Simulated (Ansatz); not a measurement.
# CH₄Cl₂SSi: basis-set convergence

One table from this session's results is given with a row withheld; the runs are named, their logs left out.

Computed with Ansatz 0.2.0, Gaussian basis. Level: one geometry, several basis sets.

Levels to be run: PBE0-D4/def2-SVP; ωB97M-V/def2-SVP; PBE0-D4/def2-QZVPP; ωB97M-V/def2-QZVPP; the functionals' def2-TZVPP values are taken from earlier runs.

## The geometry

The geometry comes from an earlier relaxation with PBE0-D4 in a triple-zeta def2 set; it is a stationary point, not always the lowest conformer.

SMILES `C[Si](S)(Cl)Cl`, 9 atoms, charge 0, spin multiplicity 1.

Atoms are counted from 1 here; the program's logs count them from 0.

Bond lengths: C1–Si2 1.847 Å, C1–H6 1.092 Å, C1–H7 1.092 Å, C1–H8 1.092 Å, Si2–S3 2.121 Å, Si2–Cl4 2.045 Å, Si2–Cl5 2.051 Å, S3–H9 1.345 Å. Angles: Si2–C1–H6 109.9°, Si2–C1–H7 110.2°, Si2–C1–H8 110.1°, H6–C1–H7 108.9°, H6–C1–H8 109.2°, H7–C1–H8 108.6°, C1–Si2–S3 114.3°, C1–Si2–Cl4 110.1°, C1–Si2–Cl5 108.3°, S3–Si2–Cl4 104.6°, S3–Si2–Cl5 110.6°, Cl4–Si2–Cl5 108.8°, Si2–S3–H9 93.2°.

The first run:

Contents of in.yaml:

```yaml
crystal:
  periodic: [false, false, false]
  atoms:
    - {symbol: C, position_ang: [-1.184658, -0.243556, -0.009465]}
    - {symbol: Si, position_ang: [0.555203, 0.242794, -0.394329]}
    - {symbol: S, position_ang: [2.020360, -0.793711, 0.736034]}
    - {symbol: Cl, position_ang: [0.997100, -0.203127, -2.340118]}
    - {symbol: Cl, position_ang: [0.731550, 2.268106, -0.122805]}
    - {symbol: H, position_ang: [-1.317072, -1.313938, -0.177895]}
    - {symbol: H, position_ang: [-1.417149, -0.019000, 1.033977]}
    - {symbol: H, position_ang: [-1.878192, 0.308481, -0.647287]}
    - {symbol: H, position_ang: [1.581356, -0.292350, 1.904785]}
basis:
  gaussian: {orbitals: def2-SVP}
hamiltonian: {xc: pbe0, dispersion: d4}
output: {orbitals: {seedname: orbitals}}
```

Launch:

```console
ansatz run in.yaml --threads 4 --pin off --events-out ev --progress --plain --max-ram 10444MiB
```

Among the steps run: PBE0-D4 in def2-SVP; ωB97M-V in def2-SVP; PBE0-D4 in def2-QZVPP; ωB97M-V in def2-QZVPP.

One table of the session follows, with a row left open; its other results are not shown here.

It belongs to the step «Density functionals: the series». 

| functional | basis | HOMO (eV) | LUMO (eV) |
| --- | --- | --- | --- |
| PBE0-D4 | def2-SVP | -7.77 | 0.48 |
| PBE0-D4 | def2-TZVPP | -7.88 | 0.08 |
| PBE0-D4 | def2-QZVPP | -7.91 | -0.09 |
| ωB97M-V | def2-SVP | -9.93 | 2.49 |
| ωB97M-V | def2-TZVPP | ? | ? |
| ωB97M-V | def2-QZVPP | -10.12 | 1.35 |

Estimate the missing values for ωB97M-V, def2-TZVPP.

**Answer.** HOMO (eV): -10.08; LUMO (eV): 1.96. In the column «HOMO (eV)» it lies between ωB97M-V, def2-QZVPP (-10.12) and ωB97M-V, def2-SVP (-9.93).
